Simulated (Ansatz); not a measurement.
# BF4H2S: the cost of one run

The runs use Ansatz 0.2.0; RKS B3LYP-D4/def2-SVPD.

2 further runs of the same task are left out: 2 set aside as unsound or not needed.

## Step 1: The system as given

8 atoms, charge -1, spin multiplicity 1.

Atoms are counted from 1 here; the program's logs count them from 0.

Bond lengths: F1–B2 1.423 Å, B2–F3 1.413 Å, B2–F4 1.448 Å, B2–F5 1.413 Å, S6–H7 1.382 Å, S6–H8 1.362 Å. Angles: F1–B2–F3 110.1°, F1–B2–F4 108.4°, F1–B2–F5 110.1°, F3–B2–F4 108.8°, F3–B2–F5 110.6°, F4–B2–F5 108.8°, H7–S6–H8 89.5°.

Geometry (Å):

```xyz
8
charge -1, multiplicity 1
F    -0.96449    0.68245   -0.41186
B    -0.03303    0.01850   -1.25884
F     0.68917    0.96413   -2.02162
F     0.89558   -0.71913   -0.42876
F    -0.70807   -0.89081   -2.10459
S     0.23908   -0.16040    2.67703
H     0.64833   -0.48720    1.39854
H    -0.76656    0.59246    2.15031
```

## Step 2: Relaxation

Contents of input.yaml:

```yaml
crystal:
  periodic: [false, false, false]
  atoms:
    - { symbol: F, position_ang: [-0.96449, 0.682453, -0.411862] }
    - { symbol: B, position_ang: [-0.033031, 0.018498, -1.258837] }
    - { symbol: F, position_ang: [0.689165, 0.964129, -2.021622] }
    - { symbol: F, position_ang: [0.895576, -0.719126, -0.428764] }
    - { symbol: F, position_ang: [-0.708065, -0.890807, -2.104593] }
    - { symbol: S, position_ang: [0.239081, -0.160404, 2.677029] }
    - { symbol: H, position_ang: [0.648327, -0.487202, 1.398535] }
    - { symbol: H, position_ang: [-0.766563, 0.592459, 2.150314] }
total_charge: -1
basis:
  gaussian: { orbitals: def2-SVPD }
hamiltonian:
  xc: { name: B3LYP }
  dispersion: d4
output:
  forces: true
relax:
  f_tol: 0.003
  max_steps: 120
```

Started as:

```bash
> ansatz run input.yaml --threads 1 --pin off --max-ram 2560MiB --backend cpu --events-out ev --progress --plain --runs-dir out
```

Q: Estimate wall time and peak memory on 1 thread of Arm Neoverse V2, shared host.

About 1.9 min, with a peak of 0.38 GiB.
